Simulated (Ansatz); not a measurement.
**C2H7BSi: vertical spin-state energies from a Python script**

Which spin state of C2H7BSi lies lowest at this geometry? Wanted for C2H7BSi: vertical spin-state energies. SMILES: BC1C[SiH2]1.

All numbers are computed with Ansatz 0.2.0 through its Python package. Level of theory: r2SCAN+D3(BJ)/cc-pVDZ.

## Step 1: The system

Bond lengths: B1–C2 1.526 Å, C2–C3 1.475 Å, C2–Si4 1.902 Å, C3–Si4 1.916 Å, B1–H5 1.225 Å, B1–H6 1.221 Å, C2–H7 1.137 Å, C3–H8 1.166 Å, C3–H9 1.086 Å, Si4–H10 1.405 Å, Si4–H11 1.526 Å. Angles (14 of 21 angles, heavy atoms first): B1–C2–C3 114.1°, B1–C2–Si4 113.4°, C3–C2–Si4 67.8°, C2–C3–Si4 66.8°, C2–Si4–C3 45.5°, B1–C2–H7 121.3°, C3–C2–H7 116.9°, Si4–C2–H7 111.2°, C2–B1–H5 122.4°, C2–B1–H6 122.5°, C2–C3–H8 110.9°, C2–C3–H9 119.4°, Si4–C3–H8 109.0°, Si4–C3–H9 120.2°.

No structure file is read: the coordinates are typed or built in the script.

## Step 2: Script

Contents of run_spin.py:

```python
"""Vertical spin-state energies of C2H7BSi."""

import ansatz as az

mol = (
    az.Crystal.molecule()
    .atom("B", (-1.0728, 1.1696, -0.3826))
    .atom("C", (0.2584, 0.6279, 0.1312))
    .atom("C", (0.1339, -0.5743, 0.977))
    .atom("Si", (0.8315, -0.9476, -0.768))
    .atom("H", (-1.2265, 1.5453, -1.5389))
    .atom("H", (-2.0069, 1.4274, 0.3609))
    .atom("H", (1.1342, 1.3205, 0.348))
    .atom("H", (1.0023, -0.6296, 1.7534))
    .atom("H", (-0.8535, -0.9284, 1.2572))
    .atom("H", (2.1733, -1.3567, -0.6808))
    .atom("H", (-0.3085, -1.7111, -1.4369))
)

base = (
    mol.calculation()
    .basis(gaussian="cc-pVDZ")
    .functional("r2scan", dispersion="d3bj")
)
found = {}
for unpaired in [0, 2]:
    rep = base.spin("collinear", total=unpaired).run(threads=1).report
    s = unpaired / 2
    found[unpaired] = rep["free_energy_ev"]
    print(f"2S+1 = {unpaired + 1}: E = {found[unpaired]:.5f} eV, <S^2> = {abs(rep['mean_field']['state']['spin_squared']):.3f} (pure state {s * (s + 1):.2f})")
lowest = min(found, key=found.get)
for unpaired, e in found.items():
    print(f"multiplicity {unpaired + 1}: {96.485332 * (e - found[lowest]):.1f} kJ/mol above the lowest")
```

## Step 3: The input behind the calls

The engine receives this input (first run):

```yaml
crystal:
  periodic: [false, false, false]
  atoms:
    - { symbol: B, position_ang: [-1.0728, 1.1696, -0.3826] }
    - { symbol: C, position_ang: [0.2584, 0.6279, 0.1312] }
    - { symbol: C, position_ang: [0.1339, -0.5743, 0.977] }
    - { symbol: Si, position_ang: [0.8315, -0.9476, -0.768] }
    - { symbol: H, position_ang: [-1.2265, 1.5453, -1.5389] }
    - { symbol: H, position_ang: [-2.0069, 1.4274, 0.3609] }
    - { symbol: H, position_ang: [1.1342, 1.3205, 0.348] }
    - { symbol: H, position_ang: [1.0023, -0.6296, 1.7534] }
    - { symbol: H, position_ang: [-0.8535, -0.9284, 1.2572] }
    - { symbol: H, position_ang: [2.1733, -1.3567, -0.6808] }
    - { symbol: H, position_ang: [-0.3085, -1.7111, -1.4369] }
basis:
  gaussian:
    orbitals: cc-pVDZ
hamiltonian:
  xc: r2scan
  dispersion: d3bj
magnetization:
  spin_polarized: true
  initial_magnetization: 0.0
```

## Step 4: Running it

Run with:

```bash
> python run_spin.py
```

Log:

```text
DeckWarning: the engine holds no damping parameters fitted to this dispersion correction and functional, so the run takes those fitted to r2scan beside the three-body term, which d3bj leaves out (hamiltonian.dispersion, under Limitations)
2S+1 = 1: E = -10736.90936 eV, <S^2> = 0.000 (pure state 0.00)
2S+1 = 3: E = -10734.07406 eV, <S^2> = 2.008 (pure state 2.00)
multiplicity 1: 0.0 kJ/mol above the lowest
multiplicity 3: 273.6 kJ/mol above the lowest
```

(Warnings from the package without file and line.)

Run time: 28 s. Hardware: 1 thread of Arm Neoverse V2, shared host; peak memory 0.26 GiB.

## Step 5: Inputs of later runs

The engine's inputs for the other runs:

Run 2, against run 1:

```diff
@@ -23 +23 @@
-  initial_magnetization: 0.0
+  initial_magnetization: 2.0
```

Lines on the test bed's own set-up are left out of the output.

## Step 6: Run by run

One row for each of the 2 runs:

```tsv
run	2S+1	energy from run 1 (eV)	<S²>	SCF cycles	CPU time (s)
1	1	0.0000	0.00	17	10
2	3	2.8353	2.01	36	18
```

## Step 7: Results

```
        quantity             value
   runs compared                 2
          lowest  run 1 (2S+1 = 1)
next above it by          2.835 eV
```

**Reading.** In order: multiplicity 1 (+0.00 eV) and multiplicity 3 (+2.84 eV), all at the one geometry. Caveats:
- The geometry is a force-field or estimated start, not a minimum of this method, and the basis set is short of its limit. All parts are taken at fixed geometry, without zero-point energy.
- A dispersion term here runs with damping parameters fitted for another variant or functional.
